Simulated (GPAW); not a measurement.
Here is a GPAW 26.7.0 calculation.

The input run.py:

```python
import numpy as np
from ase.dft.bandgap import bandgap
from ase.dft.stm import STM
from ase.io import read, write
from gpaw import GPAW, PW, setup_paths

setup_paths.insert(0, '.')

atoms = read('POSCAR')
atoms.pbc = (True, True, False)

calc = GPAW(mode=PW(450),
            xc='PBEsol',
            kpts={'size': (4, 4, 1), 'gamma': True},
            occupations={'name': 'methfessel-paxton', 'width': 0.025, 'order': 1},
            nbands=29,
            convergence={'density': 1e-05, 'energy': 1e-05, 'bands': 'CBM+2.0'},
            maxiter=50,
            poissonsolver={'dipolelayer': 'xy'},
            symmetry={'point_group': False},
            txt='gpaw.txt')
atoms.calc = calc
energy = atoms.get_potential_energy()
forces = atoms.get_forces()
calc.write('gs.gpw')
write('result.traj', atoms)
print(f'Energy: {energy:.6f} eV')
print('Forces (eV/A):')
print(forces.round(4))
print('Fermi level:', round(calc.get_fermi_level(), 4), 'eV')
print(f'Gap: {bandgap(calc)[0]:.4f} eV, direct: {bandgap(calc, direct=True)[0]:.4f} eV')

v = calc.get_electrostatic_potential().mean(axis=(0, 1))
z = np.arange(len(v)) * atoms.cell[2, 2] / len(v)
ef = calc.get_fermi_level()
np.savetxt('planar.dat', np.c_[z, v], fmt='%.4f')
below, above = np.interp([1.5, atoms.cell[2, 2] - 1.5], z, v) - ef
print(f'Work functions: bottom {below:.4f} eV, top {above:.4f} eV')
print('Dipole moment:', *calc.get_dipole_moment().round(5), 'e A')

atoms.calc = calc
stm = STM(atoms)
bias, ztip = 1.5, atoms.positions[:, 2].max() + 2.5
current = stm.get_averaged_current(bias, ztip)
x, y, height = stm.scan(bias, current)
np.savetxt('stm_height.dat', height - atoms.positions[:, 2].max(), fmt='%.3f')
x, y, image = stm.scan2(bias, ztip)
np.savetxt('stm_current.dat', image / image.mean(), fmt='%.3f')
print(f'Corrugation at constant current: {np.ptp(height):.4f} A')
```

File POSCAR:

```
Ba
1.0
    3.9100000000      0.0000000000      0.0000000000
   -1.9550000000      3.6500000000      0.0000000000
    0.0000000000      0.0000000000     20.7000000000
Ba
2
Direct
    0.0000000000      0.0000000000      0.3623188406
    0.0000000000      0.0000000000      0.6376811594
```

Potentials or basis: PAW data sets generated in the run's folder for this functional, pw.

The run is started by

```console
$ gpaw-setup -f PBEsol Ba
$ OMP_NUM_THREADS=1 python run.py
```

**Question.** What does it give for the dipole across the slab?

**Answer.** 0.00 e·Å.

**Question.** Predict the work function of the upper face.

**Answer.** 2.59 eV.

**Question.** Predict the work function of the lower face.

**Answer.** 2.59 eV.

**Question.** Predict the largest force.

**Answer.** 0.275 eV/Å.

**Question.** Predict the band gap on the k mesh.

**Answer.** None (metal or under the smearing width).

Forces on the atoms (eV/Å):
```
Ba   0.000  0.000  0.275
Ba   0.000  0.000 -0.275
```

Caveat: the k mesh is coarse (spacing up to 0.46 Å⁻¹), so the values aren't converged; this smearing can pin the Fermi level at a band edge. Spin-orbit coupling is left out, which matters for the levels of Ba.
